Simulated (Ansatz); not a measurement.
The system is HPbNO4.

```xyz
7
Lattice="3.8571 0.0018 -0.0366 0.1735 4.3344 -0.0165 0.7580 0.8387 5.8766" Properties=species:S:1:pos:R:3 pbc="T T T"
H     2.6784    4.0493    1.1289
Pb    3.2640    2.7055    5.3570
N     3.1776    1.4531    2.9117
O     1.3252    2.6900    4.5562
O     2.9731    4.6255    2.8902
O     2.3661    4.0462    0.1903
O     3.3249    2.1006    1.8421
```

The cell was built by a generator and needn't be a form met in nature.

- Program: Ansatz 0.2.0
- Task: relaxation of cell and atoms
- Functional: PBE
- Dispersion: D3(BJ)-ATM
- Potentials or basis: Ansatz PAW
- Cutoff: 420 eV (not typed: the program's choice for these potentials)
- k mesh: 5 × 5 × 4
- Occupations: fermi-dirac, width 0.05 eV
- Spin: no spin polarisation

At the start: volume 14.06 Å³/atom.

Q: How do energy, volume and symmetry change on relaxing?

A: It ends after 22 steps and the volume is 13.02 Å³/atom (-7.4 %); space group P1 (No. 1, to 0.05 Å).

The path:
| step | energy change (eV) | largest force (eV/Å) | volume (Å³) |
| --- | --- | --- | --- |
| 1 | 0.0000 | 0.0665 | 98.41 |
| 2 | -0.0225 | 0.1088 | 95.31 |
| 3 | -0.0278 | 0.2084 | 94.39 |
| 4 | -0.0363 | 0.1299 | 93.72 |
| 5 | -0.0386 | 0.1166 | 93.70 |
| 6 | -0.0405 | 0.1102 | 93.44 |
| 7 | -0.0409 | 0.0387 | 93.44 |
| 8 | -0.0426 | 0.0393 | 93.15 |
| 9 | -0.0432 | 0.0222 | 93.04 |
| 10 | -0.0434 | 0.0195 | 92.99 |
| 11 | -0.0435 | 0.0066 | 92.99 |
| 12 | -0.0303 | 0.0090 | 92.99 |
| 13 | -0.0366 | 0.0577 | 91.88 |
| 14 | -0.0372 | 0.0501 | 91.82 |
| 15 | -0.0382 | 0.0601 | 91.60 |
| 16 | -0.0386 | 0.0411 | 91.52 |
| 17 | -0.0387 | 0.0119 | 91.49 |
| 18 | -0.0388 | 0.0021 | 91.49 |
| 19 | -0.0335 | 0.0022 | 91.49 |
| 20 | -0.0347 | 0.0205 | 91.23 |
| 21 | -0.0352 | 0.0096 | 91.13 |
| 22 | -0.0337 | 0.0096 | 91.13 |

Final structure:
```
H Pb N O
1.0
     3.74961    0.13100    0.05367
     0.31412    4.23371    0.04187
     0.90153    0.91681    5.77593
H Pb N O
1 1 1 4
Direct
  0.57866 0.89450 0.21292
  0.63736 0.45221 0.92010
  0.75331 0.21642 0.49551
  0.17170 0.51006 0.76354
  0.63350 0.95867 0.49802
  0.51592 0.93310 0.05364
  0.82860 0.40409 0.30627
```

Caveat: the plane-wave basis is chosen anew once the cell has moved, so the energies of steps on either side of that aren't comparable; the pressure holds a Pulay correction of +0.7 GPa for the finite cutoff.
